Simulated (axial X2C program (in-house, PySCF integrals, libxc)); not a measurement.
**NTeN: bond lengths and stretches, held linear**

The task here is to estimate one member of a computed series from the others.

Program: an in-house X2C program for linear molecules on PySCF integrals. Level of theory: all-electron X2C, two-component (2c) or spin-free, N dyall-av3z, Te dyall-v3z. These are calculated values, not measurements.

All values are calculated.

2 further runs of the same task are left out: 2 set aside as unsound or not needed.

The first run:

File task.json:

```json
{
 "zs": [
  7,
  52,
  7
 ],
 "q": 0,
 "bas": [
  "dyall-av3z",
  "dyall-v3z",
  "dyall-av3z"
 ],
 "r0": [
  1.88,
  1.88
 ],
 "symm": 1,
 "scan": [
  "PBE0",
  "HF",
  "B3LYP"
 ],
 "levels": [
  "PBE0",
  "HF",
  "TPSSh"
 ],
 "nst": 2
}
```

Keys: zs atomic numbers; q charge; bas basis sets; r0 starting distance in Å; symm equal bonds; scan levels of the two-bond scan; levels methods; nst determinants followed.

Run with:

```bash
$ python solin.py task.json out
```

Masses N 14.003, Te 129.906, N 14.003 u.

Steps of the session up to this table: Scan at PBE0, 2c; Scan at B3LYP, 2c; Scan at PBE0, spin-free.

One of the session's tables, all rows but one given; the rest of the session is left out.

| level | r(N–Te) (Å) | r(Te–N) (Å) | lower stretch (cm⁻¹) | upper stretch (cm⁻¹) |
| --- | --- | --- | --- | --- |
| PBE0, 2c | 1.815 | 1.815 | 862.2 | 935.9 |
| B3LYP, 2c | ? | ? | ? | ? |
| PBE0, spin-free | 1.814 | 1.814 | 865.9 | 938.1 |
| B3LYP, spin-free | 1.832 | 1.832 | 826.6 | 893.3 |

Q: Estimate the row for B3LYP, 2c from the others.

As computed: r(N–Te) (Å): 1.833; r(Te–N) (Å): 1.833; lower stretch (cm⁻¹): 822.9; upper stretch (cm⁻¹): 890.8. In the column «r(N–Te) (Å)» it is the highest.

Scans not shown above were run alike.

The molecule was held linear; bending was not examined, so a bent shape may lie lower.
